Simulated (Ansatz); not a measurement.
# InH2O−: single points off equilibrium

The task here is to estimate one member of a computed series from the others.

Computed with Ansatz 0.2.0, Gaussian basis. Level: single points in def2-TZVPPD.

Cores are frozen in the correlated methods. Filled d shells of the heavier atoms are correlated. Core potentials replace the inner electrons past krypton, and spin-orbit coupling is left out.

## Where the work starts

SMILES `[O-][InH2]`, 4 atoms, charge -1, spin multiplicity 1.

Atoms are counted from 1 here; the program's logs count them from 0.

Bond lengths: O1–In2 1.852 Å, In2–H3 1.755 Å, In2–H4 1.829 Å. Angles: O1–In2–H3 127.3°, O1–In2–H4 129.4°, H3–In2–H4 103.2°.

Coordinates:

```xyz
4
charge -1, multiplicity 1
O    -1.9056   -0.4322   -0.1315
In   -0.1012   -0.0270   -0.0321
H     1.1659   -0.9869    0.7109
H     0.7884    1.4615   -0.6143
```

Set-up of the first run:

run/in.yaml reads:

```yaml
crystal:
  periodic: [false, false, false]
  atoms:
    - {symbol: O, position_ang: [-1.905600, -0.432200, -0.131500]}
    - {symbol: In, position_ang: [-0.101200, -0.027000, -0.032100]}
    - {symbol: H, position_ang: [1.165900, -0.986900, 0.710900]}
    - {symbol: H, position_ang: [0.788400, 1.461500, -0.614300]}
basis:
  gaussian: {orbitals: "def2-TZVPPD.json"}
total_charge: -1
correlation: {method: ccsd_t}
output: {forces: true}
```

The basis file named in the input lies beside it (Basis Set Exchange, JSON).

No record of the launch command was kept for these runs.

Steps of the session up to this table: CCSD(T)/def2-TZVPPD; PBE0-D4/def2-TZVPPD; wB97M-V/def2-TZVPPD; r2SCAN-D4/def2-TZVPPD; PBE-D4/def2-TZVPPD; revPBE-D4/def2-TZVPPD; SPW92/def2-TZVPPD.

One of the session's tables, all rows but one given; the rest of the session is left out.

```
   method  RMS force component (eV/Å)  angle to CCSD(T) forces (°)
  CCSD(T)                       0.857                    reference
  PBE0-D4                       0.639                          4.9
  wB97M-V                       0.666                          3.7
r2SCAN-D4                       0.716                          3.2
   PBE-D4                           ?                            ?
revPBE-D4                       0.908                          8.7
    SPW92                       0.596                          4.8
```

Estimate the missing values for PBE-D4.

The run gave: RMS force component (eV/Å): 0.857; angle to CCSD(T) forces (°): 7.1.
